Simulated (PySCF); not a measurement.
# H6HgO3 (Hg(H2O)32+): the cost of one run

Computed with PySCF 2.14.0. Level: PBE0, Hg def2-SVP with ECP60, O def2-SVP, H def2-SVP; scalar-relativistic core potentials, no spin–orbit coupling.

1 further run of the same task is left out (for a known fault of the program).

**1. The starting structure**

10 atoms, charge 2, spin multiplicity 1.

Bond lengths: Hg1–O2 2.184 Å, Hg1–O5 2.184 Å, Hg1–O8 2.184 Å, O2–H3 0.974 Å, O2–H4 0.974 Å, O5–H6 0.974 Å, O5–H7 0.974 Å, O8–H9 0.974 Å, O8–H10 0.974 Å. Angles: O2–Hg1–O5 120.0°, O2–Hg1–O8 120.0°, O5–Hg1–O8 120.0°, Hg1–O2–H3 125.8°, Hg1–O2–H4 125.8°, H3–O2–H4 108.5°, Hg1–O5–H6 125.8°, Hg1–O5–H7 125.8°, H6–O5–H7 108.5°, Hg1–O8–H9 125.8°, Hg1–O8–H10 125.8°, H9–O8–H10 108.5°.

As a file:

```xyz
10

Hg    0.00000    0.00000    0.00000
O     2.18383    0.00001    0.00000
H     2.75297   -0.61810    0.49282
H     2.75296    0.61812   -0.49282
O    -1.09192    1.89125    0.00000
H    -0.84119    2.69319    0.49282
H    -1.91179    2.07508   -0.49282
O    -1.09191   -1.89125    0.00000
H    -1.91177   -2.07509    0.49282
H    -0.84118   -2.69319   -0.49282
```

Formal oxidation states: Hg +2. An earlier session relaxed this geometry at PBE0, Hg def2-SVP with ECP60, O def2-SVP, H def2-SVP (singlet, point group D3).

Its energy there is -381.647631 Eh.

**2. One electron removed, multiplicity 2**

run.py (the lines that set the calculation)

```python
mol = gto.M(atom='''
Hg     0.00000     0.00000     0.00000
O      2.18383     0.00001     0.00000
H      2.75297    -0.61810     0.49282
H      2.75296     0.61812    -0.49282
O     -1.09192     1.89125     0.00000
H     -0.84119     2.69319     0.49282
H     -1.91179     2.07508    -0.49282
O     -1.09191    -1.89125     0.00000
H     -1.91177    -2.07509     0.49282
H     -0.84118    -2.69319    -0.49282''',
    basis={'Hg': 'def2-SVP', 'O': 'def2-SVP', 'H': 'def2-SVP'},
    ecp={'Hg': 'def2-SVP'},
    charge=3, spin=1)
mf = dft.UKS(mol, xc='PBE0')
mf.grids.atom_grid = (50, 194)
mf = mf.density_fit()  # fitting sets: Hg def2-universal-JKFIT, O def2-universal-JKFIT, H def2-universal-JKFIT
mf.conv_tol = 1e-08; mf.max_cycle = 55
mf.kernel(dm0)  # dm0: the density of the relaxed state
```

Command:

```bash
$ OMP_NUM_THREADS=2 python run.py
```

**Question.** How long does this run take on 2 threads of AMD EPYC 7R43 (Zen 3), shared host?

About 7.5 s.
